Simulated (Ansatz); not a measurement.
## BrFGeH2, SMILES [F][GeH2][Br]: a rigid scan of one bond length, step by step

Computed with Ansatz's Python interface.

Run as a notebook:

**Cell 1**
```python
import ansatz as az
import numpy as np
```

**Cell 2**
```python
brfgeh2 = (
    az.Crystal.molecule()
    .atom("F", [-1.4361, -0.7055, 0.7386])
    .atom("Ge", [-0.1077, 0.0893, -0.0558])
    .atom("Br", [1.7901, -1.1145, 0.4275])
    .atom("H", [0.1254, 1.5571, 0.4553])
    .atom("H", [-0.3218, 0.0999, -1.607])
)

symbols = [site.symbol for site in brfgeh2.cartesian_sites]
start = np.array([site.position_ang for site in brfgeh2.cartesian_sites])
axis = (start[2] - start[1]) / np.linalg.norm(start[2] - start[1])
moving = [2]
lengths, energies = [2.023, 2.115, 2.207, 2.299, 2.391, 2.483, 2.575, 2.713], []
for length in lengths:
    xyz = start.copy()
    xyz[moving] += (length - np.linalg.norm(start[2] - start[1])) * axis
    point = az.Crystal.molecule()
    for symbol, place in zip(symbols, xyz):
        point = point.atom(symbol, place.tolist())
    job = point.calculation().basis(gaussian="def2-SVP").functional("r2SCAN")
    rep = job.run(threads=1, backend="cpu").report
    energies.append(rep["free_energy_ev"])
    print(f"r = {length:6.3f} A  E = {energies[-1]:.5f} eV  <S^2> = {abs(rep['mean_field']['state']['spin_squared']):.3f}")
```
Output:
```text
r =  2.023 A  E = -129295.83022 eV  <S^2> = 0.000
r =  2.115 A  E = -129296.32316 eV  <S^2> = 0.000
r =  2.207 A  E = -129296.56138 eV  <S^2> = 0.000
r =  2.299 A  E = -129296.62281 eV  <S^2> = 0.000
r =  2.391 A  E = -129296.56311 eV  <S^2> = 0.000
r =  2.483 A  E = -129296.42214 eV  <S^2> = 0.000
r =  2.575 A  E = -129296.22856 eV  <S^2> = 0.000
r =  2.713 A  E = -129295.88286 eV  <S^2> = 0.000
```

**Cell 3**
```python
# quartic fit about the minimum
fit = np.polynomial.Polynomial.fit(lengths, np.array(energies) - min(energies), 4).convert()
roots = [r.real for r in fit.deriv().roots() if abs(r.imag) < 1e-9 and fit.deriv(2)(r.real) > 0]
r_e = min(roots, key=lambda r: abs(r - lengths[int(np.argmin(energies))]))
print(f"minimum of the fit at {r_e:.4f} A, force constant {fit.deriv(2)(r_e):.2f} eV/A^2")
```
Output:
```text
minimum of the fit at 2.2927 A, force constant 14.81 eV/A^2
```

Reading the output:
- Total energies depend on the basis set; only differences at equal settings carry meaning.
- The rest of the molecule is held rigid at a force-field or estimated start geometry, and the basis set is modest; single-reference methods fail as a bond breaks.
- The orbitals are restricted, so S² is zero by construction.
- The whole script took 18 s on 1 thread of AMD EPYC 9R14 (Zen 4) (shared host), peak memory 0.22 GiB.
